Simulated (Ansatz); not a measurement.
# Si2W: the cost of one run

Program: Ansatz 0.2.0. Level of theory: DFT LDA, scalar-relativistic, plane waves, PAW. These are calculated values, not measurements.

17 further runs of the same task are left out: 1 that didn't finish, 16 set aside as unsound or not needed.

## (1) Starting point

Symmetry: P6_222, No. 180, hexagonal system. Conventional cell: a = 4.552 Å, b = 4.552 Å, c = 6.567 Å, α = 90.00°, β = 90.00°, γ = 120.00°. Si (site symmetry 2) is surrounded by 5 Si at 2.54 to 2.65 Å and 5 W at 2.56 to 2.65 Å. W (site symmetry 222) has 10 Si at 2.56 to 2.65 Å as nearest neighbours.

Structure file:

```
Si W
1.0
     4.55154    0.00000    0.00000
    -2.27577    3.94175    0.00000
     0.00000    0.00000    6.56701
Si W
6 3
Direct
  0.83612 0.67224 0.50000
  0.16388 0.83612 0.83333
  0.67224 0.83612 0.16667
  0.16388 0.32776 0.50000
  0.83612 0.16388 0.83333
  0.32776 0.16388 0.16667
  0.00000 0.50000 0.16667
  0.50000 0.50000 0.83333
  0.50000 0.00000 0.50000
```

It goes back to an entry of the Materials Project, which need not be the stable form.

It is the result of an earlier relaxation at this level (volume 13.09 Å³/atom; gap on the mesh: 0.12 eV).

## (2) Plan of the line

Atoms count from 1 in the order of the input.

The energy is mapped over a free internal coordinate and the cell.

- shift of Si1 along [1 2 0], its symmetry partners moved as symmetry demands (measured in the relaxed cell): 7 values from −0.250 to 0.250 Å
- c/a of the conventional cell at fixed volume: 7 values from 1.327 to 1.558

Nothing else is relaxed (all other coordinates fixed). Energies count from the relaxed crystal. Points are written as (first, second).

## (3) Point (−0.250 Å, 1.327)

input.yaml reads:

```yaml
crystal:
  lattice:
    - [4.679799865, 0.0, 0.0]
    - [-2.3398999325, 4.0528255677, 0.0]
    - [0.0, 0.0, 6.2119663407]
  atoms:
    - { symbol: Si, position: [0.8044091907, 0.6088183814, 0.5] }
    - { symbol: Si, position: [0.1955908093, 0.8044091907, 0.8333333333] }
    - { symbol: Si, position: [0.6088183814, 0.8044091907, 0.1666666667] }
    - { symbol: Si, position: [0.1955908093, 0.3911816186, 0.5] }
    - { symbol: Si, position: [0.8044091907, 0.1955908093, 0.8333333333] }
    - { symbol: Si, position: [0.3911816186, 0.1955908093, 0.1666666667] }
    - { symbol: W, position: [0.0, 0.5, 0.1666666667] }
    - { symbol: W, position: [0.5, 0.5, 0.8333333333] }
    - { symbol: W, position: [0.5, 0.0, 0.5] }
basis:
  ecutwfc: 420
kpoints:
  mp_grid: { grid: [9, 9, 6] }
hamiltonian:
  xc: lda
  pseudopotentials: { kind: paw, azcp: { folder: soft_1 } }
scf:
  occupations: { method: gaussian, width: 0.03 }
output:
  forces: true
  stress: true
  eigenvalues: true
```

Run with:

```
$ ansatz run input.yaml --threads 4 --pin off --max-ram 8192MiB --backend cpu --events-out ev --progress --plain --runs-dir out
```

What time and memory should one allow on 4 threads of Arm Neoverse N1, shared host?

About 11 s, with a peak of 0.47 GiB.
